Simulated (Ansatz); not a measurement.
**CH₄NOSb: one species, many methods**

One table from this session's results is given with a row withheld; the runs are named, their logs left out.

Method: functionals in def2-TZVPP, the program's frozen cores in correlated methods; program: Ansatz 0.2.0, Gaussian basis.

The runs, in order: LDA (SPW92), PBE-D4, revPBE-D4, BLYP-D4, r2SCAN-D4, B97M-V, PBE0-D4, B3LYP-D4, r2SCANh-D4, r2SCAN0-D4, HSE06-D4, BHLYP-D4, CAM-B3LYP-D4, LC-ωPBE, ωB97X-V, ωB97M-V, B2PLYP, PBE-QIDH; CCSD(T)/def2-SVP; CCSD(T)/def2-TZVPP; MP2/def2-QZVPP; extrapolation to the limit; RPA on PBE.

### The geometry

The geometry comes from an earlier relaxation with PBE0-D4 in a triple-zeta def2 set; it is a stationary point, not always the lowest conformer. Sb takes the def2 core potential; no spin-orbit term is included.

SMILES `O=C[NH][SbH2]`, 8 atoms, charge 0, spin multiplicity 1.

Atoms are counted from 1 here; the program's logs count them from 0.

Bond lengths: O1–C2 1.218 Å, C2–N3 1.339 Å, C2–H5 1.105 Å, N3–Sb4 2.071 Å, N3–H6 1.007 Å, Sb4–H7 1.712 Å, Sb4–H8 1.722 Å. Angles: O1–C2–N3 122.2°, O1–C2–H5 122.2°, N3–C2–H5 115.7°, C2–N3–Sb4 113.0°, C2–N3–H6 119.8°, Sb4–N3–H6 127.1°, N3–Sb4–H7 94.6°, N3–Sb4–H8 89.1°, H7–Sb4–H8 90.7°.

Coordinates:

```
O    -0.4725    1.5795   -1.0244
C     0.4162    1.2785   -0.2476
N     0.3892    0.1427    0.4602
Sb   -1.3229   -0.9755    0.1336
H     1.2968    1.9250   -0.0824
H     1.1668   -0.0956    1.0546
H    -0.7769   -1.6334   -1.3498
H    -0.6045   -2.2783    0.9999
```

Set-up of the first run:

File in.yaml:

```yaml
crystal:
  periodic: [false, false, false]
  atoms:
    - {symbol: O, position_ang: [-0.472496, 1.579517, -1.024375]}
    - {symbol: C, position_ang: [0.416243, 1.278498, -0.247622]}
    - {symbol: N, position_ang: [0.389212, 0.142662, 0.460235]}
    - {symbol: Sb, position_ang: [-1.322874, -0.975539, 0.133573]}
    - {symbol: H, position_ang: [1.296786, 1.925027, -0.082437]}
    - {symbol: H, position_ang: [1.166803, -0.095627, 1.054641]}
    - {symbol: H, position_ang: [-0.776930, -1.633427, -1.349773]}
    - {symbol: H, position_ang: [-0.604544, -2.278309, 0.999858]}
basis:
  gaussian: {orbitals: def2-TZVPP}
hamiltonian: {xc: lda}
output: {orbitals: {seedname: orbitals}}
```

Command:

```
$ ansatz run in.yaml --threads 2 --pin off --events-out ev --progress --plain --max-ram 4352MiB
```

Steps of the session up to this table: LDA; PBE-D4 (GGA); revPBE-D4 (GGA); BLYP-D4 (GGA); r2SCAN-D4 (meta-GGA); B97M-V (meta-GGA); PBE0-D4 (hybrid); B3LYP-D4 (hybrid); r2SCANh-D4 (hybrid); r2SCAN0-D4 (hybrid); HSE06-D4 (hybrid); BHLYP-D4 (hybrid); CAM-B3LYP-D4 (range-separated); LC-ωPBE (range-separated); ωB97X-V (range-separated); ωB97M-V (range-separated); B2PLYP (double hybrid); PBE-QIDH (double hybrid).

One table of the session follows, with a row left open; its other results are not shown here.

It belongs to the step «Orbital energies across the functionals». 

```
  functional  HOMO (eV)  gap (eV)
 LDA (SPW92)      -6.18      4.29
      PBE-D4      -6.02      4.33
   revPBE-D4      -5.96      4.35
     BLYP-D4      -5.93      4.31
   r2SCAN-D4      -6.29      4.84
      B97M-V      -6.35      4.79
     PBE0-D4      -7.25      6.33
    B3LYP-D4      -7.07      5.91
  r2SCANh-D4      -6.76      5.58
  r2SCAN0-D4          ?         ?
    HSE06-D4      -6.85      5.57
    BHLYP-D4      -8.30      8.16
CAM-B3LYP-D4      -8.54      8.56
     LC-ωPBE      -9.78     10.94
     ωB97X-V      -9.48     10.50
     ωB97M-V      -9.39     10.18
```

Q: Estimate the row for r2SCAN0-D4 from the others.

Worked estimate for «HOMO (eV)». Against the share of exact exchange, r2SCAN-D4 (0, -6.29), r2SCANh-D4 (0.1, -6.76) give a slope of -4.70 per unit share; at 0.25 the line stands at -7.47.

**Answer.** HOMO (eV): -7.43; gap (eV): 6.66. In «HOMO (eV)» the line misses by -0.04.
